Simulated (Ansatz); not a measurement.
# TeH₃N (SMILES N[TeH]): one structure at several levels

One table from this session's results is given with a row withheld; the runs are named, their logs left out.

Computed with Ansatz 0.2.0, Gaussian basis. Level: single points in def2-TZVPP.

Cores are frozen in the correlated methods. Filled d shells of the heavier atoms are correlated. Core potentials replace the inner electrons past krypton, and spin-orbit coupling is left out.

## The starting structure

SMILES `N[TeH]`, 5 atoms, charge 0, spin multiplicity 1.

Atoms are counted from 1 here; the program's logs count them from 0.

Bond lengths: N1–Te2 2.060 Å, N1–H3 1.018 Å, N1–H4 1.043 Å, Te2–H5 1.658 Å. Angles: Te2–N1–H3 112.4°, Te2–N1–H4 109.1°, H3–N1–H4 106.9°, N1–Te2–H5 87.9°.

As a file:

```
N    -0.2355   -0.6312   -0.1464
Te    0.4580    1.1392    0.6450
H    -1.1571   -0.8802    0.2084
H     0.4122   -1.4024    0.1236
H     0.4977    1.7441   -0.8986
```

The first run:

File run/in.yaml:

```yaml
crystal:
  periodic: [false, false, false]
  atoms:
    - {symbol: N, position_ang: [-0.235500, -0.631200, -0.146400]}
    - {symbol: Te, position_ang: [0.458000, 1.139200, 0.645000]}
    - {symbol: H, position_ang: [-1.157100, -0.880200, 0.208400]}
    - {symbol: H, position_ang: [0.412200, -1.402400, 0.123600]}
    - {symbol: H, position_ang: [0.497700, 1.744100, -0.898600]}
basis:
  gaussian: {orbitals: def2-TZVPP}
correlation: {method: ccsd_t}
output: {forces: true}
```

No record of the launch command was kept for these runs.

Steps of the session up to this table: CCSD(T)/def2-TZVPP; PBE0-D4/def2-TZVPP; wB97M-V/def2-TZVPP; r2SCAN-D4/def2-TZVPP; PBE-D4/def2-TZVPP; BLYP-D4/def2-TZVPP; wB97X-V/def2-TZVPP.

One of the session's tables, all rows but one given; the rest of the session is left out.

| method | RMS force component (eV/Å) | angle to CCSD(T) forces (°) | dipole (D) |
| --- | --- | --- | --- |
| CCSD(T) | 0.481 | reference | 1.14 |
| PBE0-D4 | 0.509 | 8.8 | 1.15 |
| wB97M-V | 0.527 | 9.0 | 1.16 |
| r2SCAN-D4 | 0.470 | 9.8 | 1.17 |
| PBE-D4 | 0.387 | 29.9 | 1.17 |
| BLYP-D4 | ? | ? | ? |
| wB97X-V | 0.526 | 12.2 | 1.15 |

Estimate the missing values for BLYP-D4.

As computed: RMS force component (eV/Å): 0.423; angle to CCSD(T) forces (°): 40.6; dipole (D): 1.21. In the column «RMS force component (eV/Å)» it lies between PBE-D4 (0.387) and r2SCAN-D4 (0.470).
